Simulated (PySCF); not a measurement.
# trimethylborane (C₃H₉B): geometry, NMR shifts, spin-spin couplings, electronic excitations and core binding energies, part 2 of 2

PySCF 2.14.0. Atoms count from 0.

### Step 5. Ultraviolet spectrum: CAM-B3LYP/def2-SVPD

The job: settings as JSON, then the geometry in Å.

```
{"job": {"kind": "uv", "xc": "CAM-B3LYP", "basis": "def2-SVPD", "ip": true}, "charge": 0, "multiplicity": 1}
C     -0.295074     1.553380     0.099543
B     -0.006550     0.006294     0.079655
C      1.470777    -0.522134     0.219706
C     -1.187085    -1.022172    -0.075077
H      0.389533     2.104184    -0.567264
H     -0.055638     1.917593     1.117401
H     -1.332403     1.844625    -0.121993
H      2.256699     0.243210     0.138582
H      1.679177    -1.331515    -0.500660
H      1.563012    -0.997169     1.214878
H     -1.425512    -1.039072    -1.157514
H     -0.950450    -2.056747     0.215614
H     -2.115286    -0.699499     0.423089
```

With the program's defaults for keys left out, this is: TDDFT CAM-B3LYP/def2-SVPD, vertical, gas phase, core orbitals frozen in the response.

The log of the run:

```text
coarse grid: 9928 points
cycle   1  E = -144.3382442200  dE =  9.728e-02  |g| = 3.833e-01  |ddm| = 4.653e+00
cycle   2  E = -144.3531869506  dE = -1.494e-02  |g| = 3.134e-01  |ddm| = 8.424e-01
cycle   3  E = -144.3788820030  dE = -2.570e-02  |g| = 1.522e-02  |ddm| = 4.022e-01
cycle   4  E = -144.3789781765  dE = -9.617e-05  |g| = 4.087e-03  |ddm| = 4.910e-02
cycle   5  E = -144.3789832807  dE = -5.104e-06  |g| = 8.352e-04  |ddm| = 8.044e-03
final grid: 93184 points
cycle   6  E = -144.4074646083  dE = -2.670e-05  |g| = 3.382e-03  |ddm| = 5.418e-02
cycle   7  E = -144.4074654989  dE = -8.906e-07  |g| = 2.846e-03  |ddm| = 1.041e-02
cycle   8  E = -144.4074675501  dE = -2.051e-06  |g| = 8.788e-05  |ddm| = 3.658e-03
cycle   9  E = -144.4074675532  dE = -3.019e-09  |g| = 3.369e-05  |ddm| = 3.125e-04
cycle  10  E = -144.4074675535  dE = -3.814e-10  |g| = 7.297e-06  |ddm| = 6.571e-05
converged SCF energy = -144.4074675535

Static polarisability (au): isotropic 53.262, principal 45.687 56.906 57.191

Singlet excitations
state   eV       nm        f      main configurations
  1   6.5919    188.1   0.00054   H->L+1 0.90
  2   6.5988    187.9   0.00057   H-1->L+1 0.90
  3   7.9694    155.6   0.06287   H->L 0.95
  4   7.9819    155.3   0.05743   H-1->L 0.95
  5   8.8878    139.5   0.00569   H-2->L+1 0.97
  6   9.4183    131.6   0.00023   H-2->L 0.30, H->L+2 0.20, H->L+3 0.20
  7   9.4379    131.4   0.00727   H->L+2 0.43, H->L+3 0.29, H-1->L+3 0.12
  8   9.4478    131.2   0.00488   H-1->L+2 0.45, H->L+3 0.21, H->L+2 0.15
  9   9.4658    131.0   0.00302   H-1->L+3 0.57, H-1->L+2 0.16, H->L+3 0.10
 10   9.4803    130.8   0.12525   H-3->L+1 0.86

Triplet excitations (Tamm-Dancoff, eV): 6.0728 6.0931 7.8117 7.8298
Vertical ionisation energy (delta-SCF) = 10.8526 eV
```

Wall time 66 s (1 thread, shared host).

Frontier orbitals and where they lie:

| orbital | eV | atoms |
| --- | --- | --- |
| HOMO−3 | -12.03 | C2 29 %, C3 21 %, H9 14 % |
| HOMO−2 | -11.69 | C2 18 %, C3 18 %, C0 18 % |
| HOMO−1 | -9.99 | C2 30 %, B1 25 %, C3 12 % |
| HOMO | -9.97 | B1 25 %, C0 24 %, C3 24 % |
| LUMO | 0.91 | B1 50 %, C0 6 %, C2 6 % |
| LUMO+1 | 0.99 | B1 42 %, C0 12 %, C3 12 % |
| LUMO+2 | 2.31 | C0 24 %, H5 10 %, H4 10 % |

With each of the 10 states as a Gaussian band of 0.4 eV half-width at 1/e, the curve within the window shown has maxima at 156 nm (ε 4,900), 131 nm (ε 5,700) L/(mol cm). Beyond the last state computed it falls off for lack of states. The curve at chosen wavelengths:

nm, ε (L/mol/cm) and a bar:
```
      127       3202 #################
      130       5495 ##############################
      133       5115 ############################
      137       2172 ############
      140        838 #####
      143        502 ###
      146        950 #####
      149       2216 ############
      153       4311 ########################
      156       4863 ###########################
      159       4097 ######################
      162       2660 ###############
      165       1370 #######
      169        413 ##
      172        139 #
      175         48 
      178         28 
      181         31 
      185         42 
      188         45 
      191         42 
      194         35 
      197         26 
      201         15 
      204          9 
      207          5
```

Ground-state properties from the same run:

| property | computed |
| --- | --- |
| dipole moment (D) | 0.03 |
| polarisability (Å³) | 7.89 |
| HOMO–LUMO gap (eV) | 10.88 |
| −ε(HOMO) (eV) | 9.97 |

### Step 6. Nuclear shieldings: HF/pcSseg-2

The job, as its differences from that of step 5:

```diff
@@ -1,2 +1,2 @@
-{"job": {"kind": "uv", "xc": "CAM-B3LYP", "basis": "def2-SVPD", "ip": true}, "charge": 0, "multiplicity": 1}
+{"job": {"kind": "nmr", "xc": "HF", "basis": "pcSseg-2", "pop": false}, "charge": 0, "multiplicity": 1}
 C     -0.295074     1.553380     0.099543
```

Level: GIAO HF/pcSseg-2 NMR shielding, non-relativistic, gas phase.

The log of the run:

```text
final grid: 93184 points
cycle   1  E = -143.5484354122  dE =  3.488e-01  |g| = 3.272e-01  |ddm| = 2.081e+00
cycle   2  E = -143.5876329095  dE = -3.920e-02  |g| = 8.356e-02  |ddm| = 3.787e-01
cycle   3  E = -143.5910359627  dE = -3.403e-03  |g| = 1.800e-02  |ddm| = 1.349e-01
cycle   4  E = -143.5911676913  dE = -1.317e-04  |g| = 4.844e-03  |ddm| = 2.281e-02
cycle   5  E = -143.5911797596  dE = -1.207e-05  |g| = 8.112e-04  |ddm| = 8.814e-03
cycle   6  E = -143.5911803211  dE = -5.615e-07  |g| = 1.564e-04  |ddm| = 2.266e-03
cycle   7  E = -143.5911803377  dE = -1.658e-08  |g| = 1.977e-05  |ddm| = 4.173e-04
cycle   8  E = -143.5911803379  dE = -2.512e-10  |g| = 6.054e-06  |ddm| = 4.224e-05
converged SCF energy = -143.5911803379

GIAO shielding tensors (ppm)
atom      isotropic    diamagn.    paramagn.     s11        s22        s33       span
  0 C      177.181     241.760     -64.579    162.016    177.908    191.618     29.601
  1 B       31.637     196.901    -165.263    -17.141    -14.995    127.049    144.190
  2 C      177.808     241.428     -63.621    162.236    179.273    191.913     29.677
  3 C      176.592     241.869     -65.277    161.828    176.898    191.050     29.222
  4 H       30.826      30.375       0.452     26.786     29.643     36.051      9.265
  5 H       31.124      30.062       1.061     27.371     29.740     36.259      8.888
  6 H       30.811      30.450       0.361     26.807     29.767     35.858      9.050
  7 H       30.854      30.379       0.475     26.812     29.814     35.935      9.123
  8 H       30.830      30.324       0.506     26.865     29.797     35.828      8.963
  9 H       31.223      30.030       1.193     27.380     29.700     36.588      9.208
 10 H       31.334      30.348       0.986     27.598     29.804     36.600      9.002
 11 H       30.776      30.361       0.415     26.751     29.847     35.730      8.979
 12 H       30.724      30.314       0.410     26.727     29.657     35.787      9.059
```

It took 11 s on 1 thread, shared host.

In short: δ C0 14.3, B1 82.9, H4 0.74 ppm (means over like atoms).

### Step 7. Core holes by ΔSCF: SCAN, X2C

The job, as its differences from that of step 6:

```diff
@@ -1,2 +1,2 @@
-{"job": {"kind": "nmr", "xc": "HF", "basis": "pcSseg-2", "pop": false}, "charge": 0, "multiplicity": 1}
+{"job": {"kind": "xps"}, "charge": 0, "multiplicity": 1}
 C     -0.295074     1.553380     0.099543
```

Level: delta-SCF UKS SCAN, pcX-2 on the ionised atom, pcseg-1 elsewhere, spin-free X2C.

The log of the run:

```text
ground state, core basis on atom 0 (C), 132 functions
  cycle   1  E = -144.44986420  |g| = 6.34e-01
  cycle   2  E = -144.38148660  |g| = 7.89e-01
  cycle   3  E = -144.55799153  |g| = 3.95e-02
  cycle   4  E = -144.55828368  |g| = 2.27e-02
  cycle   5  E = -144.55843125  |g| = 3.32e-03
  cycle   6  E = -144.55843241  |g| = 2.31e-03
  cycle   7  E = -144.55843299  |g| = 1.24e-04
  E(ground) = -144.56474768 Eh
hole in C 1s of atom 0
  cycle   1  E = -133.34813067  |g| = 1.50e+00
  cycle   2  E = -132.89313497  |g| = 1.66e+00
  cycle   3  E = -133.87168475  |g| = 2.91e-01
  cycle   4  E = -133.90199270  |g| = 7.73e-02
  cycle   5  E = -133.90454444  |g| = 2.92e-02
  cycle   6  E = -133.90495282  |g| = 4.71e-03
  cycle   7  E = -133.90496764  |g| = 1.96e-03
  cycle   8  E = -133.90497031  |g| = 8.81e-04
  cycle   9  E = -133.90497156  |g| = 4.39e-04
  E(ion) = -133.91017895 Eh   <S^2> = 0.7663   hole on atom = 1.000   binding energy = 289.926 eV
ground state, core basis on atom 1 (B), 132 functions
  cycle   1  E = -144.55264952  |g| = 4.88e-02
  cycle   2  E = -144.55257515  |g| = 2.87e-02
  cycle   3  E = -144.55275027  |g| = 1.49e-02
  cycle   4  E = -144.55281462  |g| = 1.45e-03
  cycle   5  E = -144.55281487  |g| = 2.64e-04
  E(ground) = -144.56056256 Eh
hole in B 1s of atom 1
  cycle   1  E = -136.96004113  |g| = 1.17e+00
  cycle   2  E = -135.91404681  |g| = 1.75e+00
  cycle   3  E = -137.29558249  |g| = 3.46e-01
  cycle   4  E = -137.36115675  |g| = 1.02e-01
  cycle   5  E = -137.36580263  |g| = 3.11e-02
  cycle   6  E = -137.36631124  |g| = 8.05e-03
  cycle   7  E = -137.36635920  |g| = 2.24e-03
  cycle   8  E = -137.36636409  |g| = 1.39e-03
  cycle   9  E = -137.36636651  |g| = 1.09e-03
  cycle  10  E = -137.36636761  |g| = 1.33e-04
  E(ion) = -137.37502063 Eh   <S^2> = 0.7738   hole on atom = 1.000   binding energy = 195.529 eV
```

Wall time 10 s (1 thread, shared host).

The holes in one table. −ε is the ground-state orbital energy:

| hole | stands for | environment | ΔSCF (eV) | −ε (eV) | ⟨S²⟩ |
| --- | --- | --- | --- | --- | --- |
| C1s on C0 | C0, C2, C3 | methyl carbon bonded to B | 289.93 | 272.7 | 0.766 |
| B1s on B1 | B1 | boron bonded to 3 C | 195.53 | 179.7 | 0.774 |

Each hole run stands for the others of its class of like atoms.

### Step 8. Comparing the runs: NMR shifts

Shifts (ppm), means over like atoms, with basis size and wall time (the measured row can stand on another reference than the computed rows):

| run | C0 | H4 | B1 | functions | time |
| --- | --- | --- | --- | --- | --- |
| PBE0/pcSseg-1 | 16.5 | 0.88 | 88.4 | 113 | 9.1 s |
| HF/pcSseg-2 | 14.3 | 0.74 | 82.9 | 270 | 11 s |
| measured | – | – | 86.2 | – | – |

Measured: Macháček, Bühl, Fanfrlík, Hnyk, 11B NMR of BX3 and BX4-, J. Phys. Chem. A (author manuscript).

### Step 9. Results

What follows sums up all 2 parts.

| quantity | value |
| --- | --- |
| point group | C1 |
| rotational constants (main isotopes) | 7.32, 7.25, 3.90 GHz |
| 13C shifts against TMS (PBE0/pcSseg-1, means over atoms taken as alike) | 16.5 ppm |
| 1H shifts against TMS (PBE0/pcSseg-1, means over atoms taken as alike) | 0.88 ppm |
| 11B shifts against BF3·OEt2 (PBE0/pcSseg-1) | 88.4 ppm |
| measured, and computed on the same scale | B1 δ 86.2, 88.4 ppm |
| largest coupling of the table (B3LYP/pcJ-1) | 1J(C,H) C0–H4, 123.1 Hz |
| lowest singlet (CAM-B3LYP/def2-SVPD) | 6.59 eV (188 nm), f = 0.001 |
| brightest single state of those computed | state 10, 9.48 eV, f = 0.125 |
| lowest triplet | 6.07 eV |
| vertical ionisation energy (ΔSCF) | 10.85 eV |
| C1s binding energies, SCAN/pcX-2 | C0 289.93 eV |
| B1s binding energies, SCAN/pcX-2 | B1 195.53 eV |
| range of the shift of B1 | 82.9 to 88.4 ppm |

In words: Over 16 steps the energy fell by 0.067 eV; of the close pairs, C0–H5 changed most, 1.089 to 1.107 Å. No frequency check was run at this level, so the end point may be a saddle. At PBE0/pcSseg-1: The largest span, 165 ppm, is at B1, where the paramagnetic term is -176 ppm. The one measured 11B shift is missed by +2.2 ppm (computed less measured, unscaled). Vibration, temperature and solvent are missing from the calculation, and it holds one conformer, so part of the miss against the measured shifts is not the functional's. Of the pairs tabulated at B3LYP/pcJ-1, C0–H4 (mean over like pairs) couples most strongly (123.1 Hz; Fermi contact 120.8 Hz). The one measured coupling, C0–B1, differs from the computed size by 1.6 Hz; vibrational averaging and surroundings are not included. The lowest singlet, at 6.59 eV, is HOMO→LUMO+1 0.90 and is dark; of the 10 states computed, the strongest absorption comes from state 10 at 9.48 eV (the last computed, so partners may be missing). The lowest triplet lies 0.52 eV below the lowest singlet (triplets in Tamm-Dancoff, singlets in full TDDFT). ΔSCF puts the ionisation energy at 10.85 eV, 0.88 eV above −ε(HOMO). In ppm, B1 moves most: its shift spreads over 5.5 ppm, from 82.9 (HF/pcSseg-2) to 88.4 (PBE0/pcSseg-1).
